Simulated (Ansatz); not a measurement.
## LiHF2 and its elements: a formation energy from the elements, step by step

Computed with Ansatz's Python interface.

The cells in order, each with its output:

**Cell 1**
```python
from collections import Counter
import warnings

import ansatz as az
import numpy as np
```

**Cell 2**
```python
PHASES = {
    "LiHF2": (
        [(1.466984, 0.846963, 4.366689), (-1.466984, 0.846963, 4.366689), (0.0, -1.693927, 4.366689)],
        [
            ("Li", (0.0, 0.0, 0.0)),
            ("H", (0.5, 0.5, 0.5)),
            ("F", (0.413302, 0.413302, 0.413302)),
            ("F", (0.586698, 0.586698, 0.586698)),
        ],
    ),
    "Li": (
        [(-1.75465, 1.75465, 1.75465), (1.75465, -1.75465, 1.75465), (1.75465, 1.75465, -1.75465)],
        [
            ("Li", (0.0, 0.0, 0.0)),
        ],
    ),
    "H2": (
        [(9.0, 0.0, 0.0), (0.0, 9.5, 0.0), (0.0, 0.0, 10.0)],
        [
            ("H", (0.5, 0.5, 0.4625)),
            ("H", (0.5, 0.5, 0.5375)),
        ],
    ),
    "F2": (
        [(9.0, 0.0, 0.0), (0.0, 9.5, 0.0), (0.0, 0.0, 10.0)],
        [
            ("F", (0.5, 0.5, 0.429)),
            ("F", (0.5, 0.5, 0.571)),
        ],
    ),
}
```

**Cell 3**
```python
def build(vectors, sites):
    crystal = az.Crystal(lattice=az.Lattice.of(vectors))
    for symbol, position in sites:
        crystal = crystal.atom(symbol, position)
    return crystal
```

**Cell 4**
```python
GASES = {"H2", "F2"}
```

**Cell 5**
```python
def compute(name, crystal):
    calc = crystal.calculation()
    calc = calc.functional("pbesol")
    calc = calc.basis(470)
    calc = calc.scf(tolerance=1e-07, max_iterations=60, extra_bands=12, self_checks="low").kpoints(spacing=0.3)
    calc = calc.occupations("fermi_dirac", width=0.02).stress()
    if name in GASES:
        return calc.kpoints(1, 1, 1).relax(force_tolerance=0.02, max_steps=40).run()
    calc = calc.relax(force_tolerance=0.02, max_steps=40, cell=True)
    return calc.run()
```

**Cell 6**
```python
def counts(outcome):
    return Counter(site.symbol for site in outcome.lattice.sites)
```

**Cell 7**
```python
def formation_energy(outcome, mu):
    n = counts(outcome)
    return (outcome.report["energy_sigma0_ev"] - sum(k * mu[element] for element, k in n.items())) / sum(n.values())
```

**Cell 8**
```python
def volume_per_atom(outcome):
    return abs(np.linalg.det(outcome.lattice.cell_ang)) / len(outcome.lattice.sites)
```

**Cell 9**
```python
warnings.simplefilter("ignore")
```

**Cell 10**
```python
phases = {name: build(*cell) for name, cell in PHASES.items()}
```

**Cell 11**
```python
done = {name: compute(name, crystal) for name, crystal in phases.items()}
```

**Cell 12**
```python
# chemical potentials of the elements at zero temperature
references = {"Li": "Li", "H": "H2", "F": "F2"}
mu = {element: done[name].report["energy_sigma0_ev"] / len(done[name].lattice.sites) for element, name in references.items()}

target = done["LiHF2"]
heat = formation_energy(target, mu)
rows = [(name, len(o.lattice.sites), volume_per_atom(o), formation_energy(o, mu)) for name, o in done.items()]
print("     phase       atoms  V (A^3/atom)  E_form (eV/atom)")
for row in rows:
    print(f"{str(row[0]):>10}  {row[1]:10d}  {row[2]:12.3f}  {row[3]:16.4f}")
# no correction for the overbinding of the gas molecule is applied
```
Output:
```text
     phase       atoms  V (A^3/atom)  E_form (eV/atom)
     LiHF2           4         8.483           -2.3640
        Li           1        20.173            0.0000
        H2           2       427.500            0.0000
        F2           2       427.500            0.0000
```

Caveats:
- These settings explore the input space; cutoff and mesh may be short of convergence.
- For the metals among these phases the mesh is modest: differences between phases can be off by up to 40 meV an atom.
- The program warned that this SCF threshold is loose for forces or stresses.
- The cells come from databases of deposited and of computed structures, and not all need be stable phases.
- The compound is the structure given, not necessarily its lowest; energies are at zero temperature, with no correction for gases. A semilocal functional's error on such energies is often 0.05 to 0.1 eV an atom, and 0.1 to 0.3 eV against gases such as O2 or F2.
- The script silences warnings, which a real study should read.
- The whole script took 32 s on 1 thread of Arm Neoverse V1, on a shared host, peak memory 0.71 GiB.
